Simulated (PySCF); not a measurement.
# C3H8BFO: the cost of one run

Programs: PySCF 2.14.0, with density-fitted response routines of our own. Each step states its level of theory. These are calculated values for one molecule in the gas phase, unless marked as measured. Atoms count from 0, in the outputs and in this text.

### Step 1. The starting structure

14 atoms, charge 0, multiplicity 1; geometry from: GFN2-xTB. The atoms were then displaced at random by about 0.01 Å, so the start is not that level's minimum.

Bonds of the start (Å): C0–B1 1.62, B1–O2 1.36, O2–C3 1.35, C3–C4 1.55, C3–F5 1.37, C0–H6 1.08, C0–H7 1.08, C0–H8 1.09, B1–H9 1.17, C3–H10 1.11, C4–H11 1.10, C4–H12 1.09, C4–H13 1.09.

### Step 2. Optimising the geometry at PBE0-D3(BJ)/def2-SVP

Job settings and geometry (Å):

```
{"job": {"xc": "PBE0", "basis": "def2-SVP", "d3": "d3bj", "grid": 1, "shake": 0.01, "kind": "geom"}, "charge": 0, "multiplicity": 1}
C      2.216750    -0.445420     0.082550
B      1.293760     0.850760    -0.200280
O     -0.062340     0.874780    -0.138620
C     -0.836780    -0.176310     0.189370
C     -2.322780     0.179350    -0.094070
F     -0.548140    -1.283030    -0.566750
H      3.254090    -0.177220     0.222290
H      2.151450    -1.096070    -0.774370
H      1.856070    -0.982160     0.963380
H      1.748450     1.894100    -0.486780
H     -0.728290    -0.492720     1.250600
H     -2.604120     1.019540     0.556330
H     -2.450710     0.486760    -1.135720
H     -2.974560    -0.667430     0.124330
```

The run is started by

```console
OMP_NUM_THREADS=1 python probes_run.py task.json out
```

This one command runs all jobs of the session in turn.

**Question.** How long does this first job take on 1 thread of Arm Neoverse V2, shared host, and how much memory does it need?

About 44 s, with a peak of 0.51 GiB.
